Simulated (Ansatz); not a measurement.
# MgAl2Ge2: the cost of one run

Computed with Ansatz 0.2.0 (DFT r2SCAN, scalar-relativistic, plane waves, PAW, unless a step's input says otherwise).

**1. Starting point**

Symmetry: P-3m1, No. 164, trigonal system. The conventional cell has a = 4.094 Å, b = 4.094 Å, c = 6.754 Å, α = 90.00°, β = 90.00°, γ = 120.00°. Mg (site symmetry -3m) is surrounded by 6 Ge at 2.88 Å. Al (site symmetry 3m) is surrounded by 4 Ge at 2.51 to 2.63 Å. Around Ge (site symmetry 3m) lie 4 Al at 2.51 to 2.63 Å and 3 Mg at 2.88 Å.

Coordinates:

```cif
data_structure
_symmetry_space_group_name_H-M 'P-3m1'
_symmetry_Int_Tables_number 164
_cell_length_a 4.0936
_cell_length_b 4.0936
_cell_length_c 6.7541
_cell_angle_alpha 90.000
_cell_angle_beta 90.000
_cell_angle_gamma 120.000
_cell_volume 98.02
loop_
_atom_site_label
_atom_site_type_symbol
_atom_site_symmetry_multiplicity
_atom_site_Wyckoff_symbol
_atom_site_fract_x
_atom_site_fract_y
_atom_site_fract_z
_atom_site_occupancy
Mg1 Mg 1 a 0.00000 0.00000 0.00000 1
Al1 Al 2 d 0.66667 0.33333 0.36759 1
Ge1 Ge 2 d 0.66667 0.33333 0.75695 1
```

(A quick probe on a coarse mesh, which set the mesh and smearing, is not shown.)

**3. The relaxation**

input.yaml

```yaml
crystal:
  lattice:
    - [4.0935563023, 0.0, 0.0]
    - [-2.0467781512, 3.5451237496, 0.0]
    - [0.0, 0.0, 6.7541186]
  atoms:
    - { symbol: Mg, position: [0.0, 0.0, 0.0] }
    - { symbol: Al, position: [0.66666667, 0.33333333, 0.36758776] }
    - { symbol: Al, position: [0.33333333, 0.66666667, 0.63241224] }
    - { symbol: Ge, position: [0.66666667, 0.33333333, 0.75695078] }
    - { symbol: Ge, position: [0.33333333, 0.66666667, 0.24304922] }
basis:
  ecutwfc: 500
kpoints:
  mp_grid: { grid: [12, 12, 6] }
hamiltonian:
  xc: r2scan
scf:
  occupations: { method: gaussian, width: 0.1 }
output:
  forces: true
  stress: true
  eigenvalues: true
relax:
  adjacent_minimum: "off"
  f_tol: 0.01
  max_steps: 80
  cell: { stress_tol: 0.05 }
```

Launch:

```
$ ansatz run input.yaml --threads 1 --pin off --max-ram 2560MiB --backend cpu --events-out ev --progress --plain --runs-dir out
```

What time and memory should one allow on 1 thread of Arm Neoverse V1, shared host?

About 1.9 min, with a peak of 0.74 GiB.
